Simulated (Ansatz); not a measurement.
# CH6AlNSi: small, medium and large basis sets

The task here is to estimate one member of a computed series from the others.

Computed with Ansatz 0.2.0, Gaussian basis. Level: one geometry, several basis sets.

The runs, in order: PBE0-D4/def2-SVP; ωB97M-V/def2-SVP; PBE0-D4/def2-QZVPP; ωB97M-V/def2-QZVPP; the functionals' def2-TZVPP values are taken from earlier runs.

## Structure used throughout

An earlier PBE0-D4 in a triple-zeta def2 set relaxation fixed the geometry.

SMILES `C[N]1[AlH][SiH2]1`, 10 atoms, charge 0, spin multiplicity 1.

Atoms are counted from 1 here; the program's logs count them from 0.

Bond lengths: C1–N2 1.441 Å, C1–H5 1.093 Å, C1–H6 1.096 Å, C1–H7 1.096 Å, N2–Al3 1.774 Å, N2–Si4 1.768 Å, Al3–Si4 2.294 Å, Al3–H8 1.580 Å, Si4–H9 1.495 Å, Si4–H10 1.495 Å. Angles: N2–C1–H5 111.2°, N2–C1–H6 111.4°, N2–C1–H7 111.5°, H5–C1–H6 107.7°, H5–C1–H7 107.7°, H6–C1–H7 107.3°, C1–N2–Al3 149.4°, C1–N2–Si4 129.9°, Al3–N2–Si4 80.7°, N2–Al3–Si4 49.5°, N2–Al3–H8 136.0°, Si4–Al3–H8 174.5°, N2–Si4–Al3 49.8°, N2–Si4–H9 115.0°, N2–Si4–H10 115.0°, Al3–Si4–H9 126.9°, Al3–Si4–H10 126.9°, H9–Si4–H10 106.0°.

The first run:

File in.yaml:

```yaml
crystal:
  periodic: [false, false, false]
  atoms:
    - {symbol: C, position_ang: [-0.156100, 1.408817, -0.203444]}
    - {symbol: N, position_ang: [0.121695, -0.004957, -0.227922]}
    - {symbol: Al, position_ang: [0.804041, -1.412999, -1.064673]}
    - {symbol: Si, position_ang: [-0.240931, -1.252949, 0.970921]}
    - {symbol: H, position_ang: [0.197170, 1.896472, -1.116124]}
    - {symbol: H, position_ang: [0.333574, 1.898996, 0.646380]}
    - {symbol: H, position_ang: [-1.231398, 1.604712, -0.116507]}
    - {symbol: H, position_ang: [1.538689, -1.672656, -2.439255]}
    - {symbol: H, position_ang: [-1.695779, -1.456220, 1.251213]}
    - {symbol: H, position_ang: [0.412140, -1.060315, 2.302412]}
basis:
  gaussian: {orbitals: def2-SVP}
hamiltonian: {xc: pbe0, dispersion: d4}
output: {orbitals: {seedname: orbitals}}
```

The run is started by

```bash
ansatz run in.yaml --threads 2 --pin off --events-out ev --progress --plain --max-ram 4352MiB
```

Steps of the session up to this table: PBE0-D4 in def2-SVP; ωB97M-V in def2-SVP; PBE0-D4 in def2-QZVPP; ωB97M-V in def2-QZVPP.

One table of the session follows, with a row left open; its other results are not shown here.

It belongs to the step «Density functionals: the series». 

| functional | basis | HOMO (eV) |
| --- | --- | --- |
| PBE0-D4 | def2-SVP | -6.53 |
| PBE0-D4 | def2-TZVPP | ? |
| PBE0-D4 | def2-QZVPP | -6.52 |
| ωB97M-V | def2-SVP | -8.44 |
| ωB97M-V | def2-TZVPP | -8.46 |
| ωB97M-V | def2-QZVPP | -8.48 |

**Question.** Estimate the row for PBE0-D4, def2-TZVPP.

As computed: HOMO (eV): -6.51. In the column «HOMO (eV)» it is the highest.
